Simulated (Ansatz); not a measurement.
# C5H15NO2Si: the cost of one run

All numbers below are computed with Ansatz 0.2.0 (RKS r2SCAN/STO-3G).

### 1 The system as given

Bond lengths (14 of 23 bonds, heavy atoms first): Si1–O2 1.680 Å, O2–C3 1.420 Å, Si1–N7 1.820 Å, N7–C8 1.470 Å, N7–C12 1.470 Å, Si1–O16 1.679 Å, O16–C17 1.420 Å, Si1–C21 1.869 Å, C3–H4 1.110 Å, C3–H5 1.110 Å, C3–H6 1.110 Å, C8–H9 1.110 Å, C8–H10 1.110 Å, C8–H11 1.110 Å. Angles (14 of 41 angles, heavy atoms first): Si1–O2–C3 125.0°, O2–Si1–N7 109.5°, O2–Si1–O16 109.5°, O2–Si1–C21 109.5°, N7–Si1–O16 109.5°, N7–Si1–C21 109.5°, O16–Si1–C21 109.5°, Si1–N7–C8 120.0°, Si1–N7–C12 120.0°, C8–N7–C12 120.0°, Si1–O16–C17 125.0°, O2–C3–H4 109.5°, O2–C3–H5 109.5°, O2–C3–H6 109.5°.

Coordinates:

```xyz
24

Si    0.0000    0.0000    0.0000
O     0.0000    0.0000    1.6800
C    -1.1112   -0.3437    2.4945
H    -1.8140   -0.9775    1.9143
H    -0.7584   -0.9037    3.3856
H    -1.6313    0.5809    2.8212
N     1.7163    0.0000   -0.6061
C     2.4072   -1.2730   -0.8567
H     1.7433   -1.9470   -1.4373
H     3.3364   -1.0830   -1.4334
H     2.6645   -1.7518    0.1112
C     2.4114    1.2730   -0.8449
H     3.0382    1.1875   -1.7570
H     1.6647    2.0824   -0.9844
H     3.0569    1.5118    0.0259
O    -0.7913    1.3709   -0.5594
C    -2.1512    1.4177   -0.9653
H    -2.7687    0.8215   -0.2614
H    -2.5023    2.4707   -0.9639
H    -2.2473    0.9975   -1.9882
C    -0.8808   -1.5259   -0.6227
H    -1.3804   -2.0377    0.2261
H    -1.6409   -1.2332   -1.3768
H    -0.1449   -2.2146   -1.0879
```

### 2 Preparing the start

Contents of input.yaml:

```yaml
crystal:
  periodic: [false, false, false]
  atoms:
    - { symbol: Si, position_ang: [0.0, 0.0, 0.0] }
    - { symbol: O, position_ang: [0.0, 0.0, 1.68] }
    - { symbol: C, position_ang: [-1.1112, -0.3437, 2.4945] }
    - { symbol: H, position_ang: [-1.814, -0.9775, 1.9143] }
    - { symbol: H, position_ang: [-0.7584, -0.9037, 3.3856] }
    - { symbol: H, position_ang: [-1.6313, 0.5809, 2.8212] }
    - { symbol: "N", position_ang: [1.7163, 0.0, -0.6061] }
    - { symbol: C, position_ang: [2.4072, -1.273, -0.8567] }
    - { symbol: H, position_ang: [1.7433, -1.947, -1.4373] }
    - { symbol: H, position_ang: [3.3364, -1.083, -1.4334] }
    - { symbol: H, position_ang: [2.6645, -1.7518, 0.1112] }
    - { symbol: C, position_ang: [2.4114, 1.273, -0.8449] }
    - { symbol: H, position_ang: [3.0382, 1.1875, -1.757] }
    - { symbol: H, position_ang: [1.6647, 2.0824, -0.9844] }
    - { symbol: H, position_ang: [3.0569, 1.5118, 0.0259] }
    - { symbol: O, position_ang: [-0.7913, 1.3709, -0.5594] }
    - { symbol: C, position_ang: [-2.1512, 1.4177, -0.9653] }
    - { symbol: H, position_ang: [-2.7687, 0.8215, -0.2614] }
    - { symbol: H, position_ang: [-2.5023, 2.4707, -0.9639] }
    - { symbol: H, position_ang: [-2.2473, 0.9975, -1.9882] }
    - { symbol: C, position_ang: [-0.8808, -1.5259, -0.6227] }
    - { symbol: H, position_ang: [-1.3804, -2.0377, 0.2261] }
    - { symbol: H, position_ang: [-1.6409, -1.2332, -1.3768] }
    - { symbol: H, position_ang: [-0.1449, -2.2146, -1.0879] }
basis:
  gaussian: { orbitals: STO-3G }
hamiltonian:
  xc: r2scan
relax:
  f_tol: 0.02
  max_steps: 40
```

On the command line:

```sh
ansatz run input.yaml --threads 2 --pin off --max-ram 3072MiB --backend cpu --events-out ev --progress --plain --runs-dir out
```

Q: Estimate wall time and peak memory on 2 threads of Arm Neoverse V1, shared host.

About 6 min, with a peak of 0.22 GiB.
